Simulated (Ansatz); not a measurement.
# C₃H₃I, SMILES IC1=CC1: a geometry optimisation

Computed with the Ansatz DFT code, driven from Python.

Typed at the interpreter:
```pycon
>>> import ansatz as az
>>> from ase import Atoms
>>> import numpy as np
>>> BASIS = 'def2-SVP'
>>> FUNCTIONAL = 'r2SCAN'
>>> atoms = Atoms(['I', 'C', 'C', 'C', 'H', 'H', 'H'], positions=[
...     (-1.8751, -1.8033, 0.0484),
...     (-0.4632, -0.5874, 0.0471),
...     (0.7635, -0.3352, 0.2365),
...     (0.0519, 0.7638, -0.2029),
...     (1.7606, -0.684, 0.5225),
...     (-0.2876, 1.5191, 0.528),
...     (0.111, 1.059, -1.2252),
... ])
>>> geometry = az.Crystal.molecule_from_ase(atoms)
>>> setup = geometry.calculation().basis(gaussian=BASIS).functional(FUNCTIONAL)
>>> symbols = [site.symbol for site in geometry.cartesian_sites]
>>> start = np.array([site.position_ang for site in geometry.cartesian_sites], dtype=float)
>>> def progress(event):
...     if event['event'] == 'relax_step':
...         row = event['data']
...         print(f'step {row["step"]:3d}  E = {row["lagrangian_ev"]:.6f} eV  max force {row["allowed_force_max_ev_ang"]:.4f} eV/A')
...
>>> report = setup.relax(force_tolerance=0.01).session().plan().execute(on_event=progress).report
step   1  E = -11255.874454 eV  max force 5.1859 eV/A
step   2  E = -11256.627409 eV  max force 1.6836 eV/A
step   3  E = -11256.715748 eV  max force 0.5397 eV/A
step   4  E = -11256.726177 eV  max force 0.2111 eV/A
step   5  E = -11256.727066 eV  max force 0.1527 eV/A
step   6  E = -11256.728107 eV  max force 0.0287 eV/A
step   7  E = -11256.728184 eV  max force 0.0145 eV/A
step   8  E = -11256.728206 eV  max force 0.0051 eV/A
>>> end = np.array(report['positions_ang'])
>>> for key in ('converged', 'free_energy_ev', 'reference_energy_ev', 'n_frozen', 'n_occupied', 'n_virtual'):
...     print(f'{key:22s} {report[key]}')
...
converged              True
free_energy_ev         -11256.728213940161
reference_energy_ev    -11256.728213940161
n_frozen               0
n_occupied             [23, 23]
n_virtual              [60, 60]
>>> print('bond        before    after (A)')
bond        before    after (A)
>>> for i, j in [(0, 1), (1, 2), (1, 3), (2, 3), (2, 4), (3, 5), (3, 6)]:
...     d0, d1 = (np.linalg.norm(xyz[i] - xyz[j]) for xyz in (start, end))
...     print(f'{symbols[i]}{i}-{symbols[j]}{j}'.ljust(10), f'{d0:8.4f} {d1:8.4f}')
...
I0-C1        1.8633   2.0598
C1-C2        1.2666   1.2993
C1-C3        1.4675   1.4927
C2-C3        1.3810   1.5256
C2-H4        1.0944   1.0870
C3-H5        1.1045   1.1028
C3-H6        1.0657   1.1027
```

Reading the output:
- Total energies depend on the basis set; only differences at equal settings carry meaning.
- The end point is the stationary point reached from this start; no frequency run checks that it is a minimum, and the basis set is modest.
- def2 sets replace the cores of elements past krypton by effective core potentials.
- Wall time of the script: 37 s on 1 thread of Intel(R) Xeon(R) Platinum 8259CL CPU @ 2.50GHz (Skylake/Cascade Lake) (shared host), peak memory 0.25 GiB.

(Lines on the test bed's own set-up are left out of the output.)
